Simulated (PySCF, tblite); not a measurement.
**C7H11O2P: geometry, infrared bands and NMR shifts**

What infrared bands and NMR shifts should C7H11O2P (`C#CCP1(=O)CCOCC1`) show?

Computed with tblite 0.8.0 and PySCF 2.14.0, with density-fitted response routines of our own, on a single molecule in the gas phase. Atoms count from 0, in the outputs and in this text.

## 1. The molecule as given

21 atoms, charge 0, multiplicity 1; geometry from: force field or distance geometry start.

Bonds of the start (Å): C0–C1 1.20, C1–C2 1.47, C2–P3 1.80, P3–O4 1.52, P3–C5 1.79, C5–C6 1.51, C6–O7 1.43, O7–C8 1.42, C8–C9 1.51, C9–P3 1.77, C0–H10 1.06, C2–H11 1.09, C2–H12 1.09, C5–H13 1.09, C5–H14 1.09, C6–H15 1.09, C6–H16 1.10, C8–H17 1.10, C8–H18 1.10, C9–H19 1.10, C9–H20 1.10.

## 2. Geometry optimisation with GFN2-xTB

Job settings and geometry (Å):

```
{"job": {"kind": "relax", "xc": "GFN2-xTB", "basis": "xTB"}, "charge": 0, "multiplicity": 1}
C      3.148000    -0.677100    -1.243800
C      2.594800    -0.349500    -0.229000
C      1.953600     0.034200     1.038800
P      0.167200     0.230700     0.952200
O     -0.442500     0.623400     2.284200
C     -0.527900    -1.299300     0.322500
C     -1.952100    -1.042900    -0.120900
O     -1.975100    -0.060000    -1.156300
C     -1.682700     1.256000    -0.697400
C     -0.219400     1.376500    -0.345500
H      3.619500    -0.960400    -2.151800
H      2.366000     0.984100     1.380800
H      2.170000    -0.704700     1.816300
H     -0.480900    -2.080500     1.087400
H      0.063800    -1.625400    -0.531700
H     -2.382600    -1.966600    -0.512000
H     -2.584900    -0.718800     0.719400
H     -1.930700     1.944500    -1.512300
H     -2.330300     1.510200     0.159900
H      0.390800     1.138500    -1.226400
H      0.026400     2.404000    -0.034800
```

Run with:

```sh
> OMP_NUM_THREADS=1 python probes_run.py task.json out
```

This one command runs all jobs of the session in turn.

**Question.** This job is followed by: GFN2-xTB harmonic vibrations, gas phase; GIAO PBE0/pcSseg-1 NMR shielding, non-relativistic, gas phase. Predict these results of the whole session: strongest single infrared mode (GFN2-xTB); zero-point energy (GFN2-xTB); 13C shifts against TMS (PBE0/pcSseg-1, means over atoms taken as alike); 1H shifts against TMS (PBE0/pcSseg-1, means over atoms taken as alike); 31P shifts against H3PO4 (PBE0/pcSseg-1); 17O shifts against H2O (PBE0/pcSseg-1).

**Answer**, as computed:

| quantity | value |
| --- | --- |
| strongest single infrared mode (GFN2-xTB) | 1269 cm⁻¹, 315 km/mol |
| zero-point energy (GFN2-xTB) | 103.3 kcal/mol |
| 13C shifts against TMS (PBE0/pcSseg-1, means over atoms taken as alike) | 82.4, 79.2, 67.4, 30.7, 26.0 ppm |
| 1H shifts against TMS (PBE0/pcSseg-1, means over atoms taken as alike) | 4.38, 4.19, 2.76, 2.37, 1.58, 1.24 ppm |
| 31P shifts against H3PO4 (PBE0/pcSseg-1) | 7.6 ppm |
| 17O shifts against H2O (PBE0/pcSseg-1) | 93.0, 52.5 ppm |

**Reading.** The optimisation took 43 steps and gained 0.249 eV; among the close pairs (by a distance rule), P3–C9 changed most, from 1.774 to 1.837 Å. All 57 modes are real, so the xTB geometry is a minimum. The strongest single mode, at 1269 cm⁻¹, moves mainly O4 and P3. GFN2-xTB is a fitted tight-binding method: band positions and strengths are rough. Its intensities can rank the bands wrongly. At PBE0/pcSseg-1: The widest tensor belongs to C1: span 283 ppm, with a paramagnetic part of -161 ppm.
